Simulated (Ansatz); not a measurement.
# SnO2 (Cassiterite): properties at the relaxed cell

One table from this session's results is given with a row withheld; the runs are named, their logs left out.

Method: DFT PBE, scalar-relativistic, plane waves, PAW, in Ansatz 0.2.0.

2 further runs of the same task are left out: 2 set aside as unsound or not needed.

## Starting point

Symmetry: P4_2/mnm, No. 136, tetragonal system. Conventional cell: a = 4.827 Å, b = 4.827 Å, c = 3.238 Å, α = 90.00°, β = 90.00°, γ = 90.00°. Around Sn (site symmetry mmm) lie 6 O at 2.09 Å. O (site symmetry m2m) is surrounded by 3 Sn at 2.09 Å.

Coordinates:

```cif
data_structure
_symmetry_space_group_name_H-M 'P 1'
_symmetry_Int_Tables_number 1
_cell_length_a 4.8274
_cell_length_b 4.8274
_cell_length_c 3.2381
_cell_angle_alpha 90.000
_cell_angle_beta 90.000
_cell_angle_gamma 90.000
_cell_volume 75.46
loop_
_atom_site_label
_atom_site_type_symbol
_atom_site_fract_x
_atom_site_fract_y
_atom_site_fract_z
_atom_site_occupancy
Sn1 Sn 0.00000 0.00000 0.00000 1
Sn2 Sn 0.50000 0.50000 0.50000 1
O1 O 0.30654 0.30654 0.00000 1
O2 O 0.19346 0.80654 0.50000 1
O3 O 0.69346 0.69346 0.00000 1
O4 O 0.80654 0.19346 0.50000 1
```

It is the result of an earlier relaxation at this level (volume 12.58 Å³/atom; gap on the mesh: 0.68 eV).

The first run:

File input.yaml:

```yaml
crystal:
  lattice:
    - [4.7786543854, 0.0, 0.0]
    - [0.0, 4.7786543854, 0.0]
    - [0.0, 0.0, 3.2053592386]
  atoms:
    - { symbol: Sn, position: [0.0, 0.0, 0.0] }
    - { symbol: Sn, position: [0.5, 0.5, 0.5] }
    - { symbol: O, position: [0.3065442699, 0.3065442699, 0.0] }
    - { symbol: O, position: [0.1934557301, 0.8065442699, 0.5] }
    - { symbol: O, position: [0.6934557301, 0.6934557301, 0.0] }
    - { symbol: O, position: [0.8065442699, 0.1934557301, 0.5] }
basis:
  ecutwfc: 420
kpoints:
  mp_grid: { grid: [6, 6, 8] }
hamiltonian:
  xc: pbe
scf:
  occupations: { method: gaussian, width: 0.02 }
output:
  forces: true
  stress: true
  eigenvalues: true
relax:
  adjacent_minimum: "off"
  f_tol: 0.01
  max_steps: 30
  cell: { stress_tol: 0.1, fix: [volume] }
```

On the command line:

```
$ ansatz run input.yaml --threads 2 --pin off --max-ram 5120MiB --backend cpu --events-out ev --progress --plain --runs-dir out
```

Steps of the session up to this table: Point at V/V0 = 0.97; The cell scaled to 1.03 of its volume; Point at V/V0 = 0.94; Point at V/V0 = 1.06; Point at V/V0 = 0.91; The cell scaled to 1.10 of its volume; The cell scaled to 0.88 of its volume.

One of the session's tables, all rows but one given; the rest of the session is left out.

It belongs to the step «Energy against volume». 

| volume (Å³/atom) | energy above the lowest point (meV/atom) | pressure (GPa) | gap on the mesh (eV) |
| --- | --- | --- | --- |
| 11.067 | 124.1 | 29.98 | 2.08 |
| 11.445 | 65.2 | 20.34 | 1.68 |
| 11.822 | ? | ? | ? |
| 12.199 | 6.3 | 5.57 | 0.98 |
| 12.577 | 0.0 | 0.00 | 0.68 |
| 12.954 | 5.5 | -4.55 | 0.42 |
| 13.331 | 20.6 | -8.20 | 0.20 |
| 13.834 | 52.3 | -11.79 | 0.01 |

**Question.** Estimate the row for volume (Å³/atom) = 11.822.

Worked estimate for «energy above the lowest point (meV/atom)». A straight line through the neighbours (11.445, 65.2) and (12.199, 6.3) gives 65.2 + (6.3 − 65.2) × (11.822 − 11.445) / (12.199 − 11.445) = 35.8; a parabola fitted to 4 rows on both sides gives 27.0.

The run gave: energy above the lowest point (meV/atom): 27.1; pressure (GPa): 12.28; gap on the mesh (eV): 1.31. In «energy above the lowest point (meV/atom)» the line misses by +8.7 and the parabola by -0.1.
